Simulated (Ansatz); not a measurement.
**Two self-consistent states of KVO2F2**

An SCF can end in more than one state. Here KVO2F2, a known structure type filled with other elements, at an estimated volume, is run from each state found earlier: which lies lowest, and what else changes?

Method: DFT, PBEsol, with U_eff = 3.81 eV on V d and an intersite V, plane waves, PAW, in Ansatz 0.2.0.

**1. The structure**

Symmetry: R-3m, No. 166, trigonal system. The conventional cell has a = 4.017 Å, b = 4.017 Å, c = 18.074 Å, α = 90.00°, β = 90.00°, γ = 120.00°. Around F (site symmetry 3m) lie 3 V at 2.35 Å and 1 K at 2.60 Å. O (site symmetry 3m) has 1 V at 1.84 Å and 3 K at 2.60 Å as nearest neighbours. K (site symmetry -3m) is surrounded by 6 O at 2.60 Å and 2 F at 2.60 Å. Around V (site symmetry -3m) lie 2 O at 1.84 Å and 6 F at 2.35 Å.

The coordinates stand in the input below.

The states: A, O3 up, O4 up, V6 down (collinear spin); B, no atom with a moment over 0.3 μB (no spin polarisation). Each run reads its own saved solution as saved_state.

**2. State A: the run**

input.yaml

```yaml
crystal:
  lattice:
    - [1.24951, -3.817228, 0.0]
    - [0.0, 2.113116, -3.415737]
    - [5.206037, 3.817228, 0.0]
  atoms:
    - { symbol: F, position: [0.356, 0.644, 0.068] }
    - { symbol: F, position: [0.644, 0.356, 0.932] }
    - { symbol: O, position: [0.102, 0.898, 0.306] }
    - { symbol: O, position: [0.898, 0.102, 0.694] }
    - { symbol: K, position: [0.5, 0.5, 0.5] }
    - { symbol: V, position: [0.0, 0.0, 0.0] }
  symmetry: { detect: false, time_reversal: true }
kpoints:
  mp_grid: { grid: [5, 5, 5], shift: [0, 0, 0] }
  band_path:
    path:
      - [0.0, 0.0, 0.0]
      - [0.0, 0.0, -0.5]
      - [-0.30864089, -0.30864089, -0.5]
      - [-0.30864089, -0.38271823, -0.19135911]
      - [-0.5, 0.0, 0.0]
      - [0.0, 0.0, 0.0]
      - [-0.34567956, -0.34567956, 0.0]
      - [-0.30864089, -0.34567956, -0.34567956]
      - [0.0, -0.5, -0.5]
      - [0.0, 0.0, 0.0]
    npoints: 6
magnetization:
  spin_polarized: true
scf:
  occupations: { method: fermi_dirac, width: 0.0111 }
  lower_state_search: "off"
  max_iter: 200
hamiltonian:
  pseudopotentials: { kind: paw }
  xc: pbesol
  hubbard:
    projectors: all-electron-ortho-atomic
    sites: [{ species: V, l: d, u_eff: 3.81 }, { species: F, l: p, u_eff: 0.0 }]
    v: [{ species: [V, F], l: [d, p], v: 0.49, r_cut: 2.826 }]
basis:
  ecutwfc: 420
  fft_grid_basis: typed
output:
  forces: true
  stress: true
  eigenvalues: true
  bader: true
  populations: true
  elf: true
  write_potential: true
  volumetric_format: npy
  dos:
    e_range: [-12, 8]
    de: 0.05
    projected: { site_lists: { F: [F], K: [K], O: [O], V: [V] } }
checkpoint:
  read: saved_state
```

**4. Run from state B**

input.yaml: that of step 2 with these lines changed.

```diff
@@ -12,20 +12,6 @@
     - { symbol: V, position: [0.0, 0.0, 0.0] }
-  symmetry: { detect: false, time_reversal: true }
 kpoints:
   mp_grid: { grid: [5, 5, 5], shift: [0, 0, 0] }
-  band_path:
-    path:
-      - [0.0, 0.0, 0.0]
-      - [0.0, 0.0, -0.5]
-      - [-0.30864089, -0.30864089, -0.5]
-      - [-0.30864089, -0.38271823, -0.19135911]
-      - [-0.5, 0.0, 0.0]
-      - [0.0, 0.0, 0.0]
-      - [-0.34567956, -0.34567956, 0.0]
-      - [-0.30864089, -0.34567956, -0.34567956]
-      - [0.0, -0.5, -0.5]
-      - [0.0, 0.0, 0.0]
-    npoints: 6
 magnetization:
-  spin_polarized: true
+  spin_polarized: false
 scf:
```

(Steps that only read results are left out.)

Q: Predict the outcome of this session. Wanted: for each run, free energy; largest site moment; size of the net moment; gap; pressure; largest force.

As calculated:

| state | free energy (meV/atom) | largest site moment (μB) | size of the net moment (μB/cell) | gap (eV) | pressure (GPa) | largest force (eV/Å) | SCF cycles |
| --- | --- | --- | --- | --- | --- | --- | --- |
| A | 0.0 | 0.78 | 0.00 | 0.30 | -12.3 | 3.45 | 11 |
| B | 11.0 | – | – | 1.16 | -14.8 | 4.48 | 8 |

**Reading.** State A lies lowest, 11.0 meV per atom under state B. The atoms are far from rest (forces to 4.5 eV/Å), so order and character hold for this geometry alone. Gaps that take in a band path and gaps read on the mesh alone aren't sampled alike. At the same volume their pressures differ by 2.5 GPa, the state with the larger moments having the higher pressure, so it wants the larger volume. Not all runs allow spin: where it is off, the gap in energy is mostly the cost of forbidding moments, not two ends of one search.
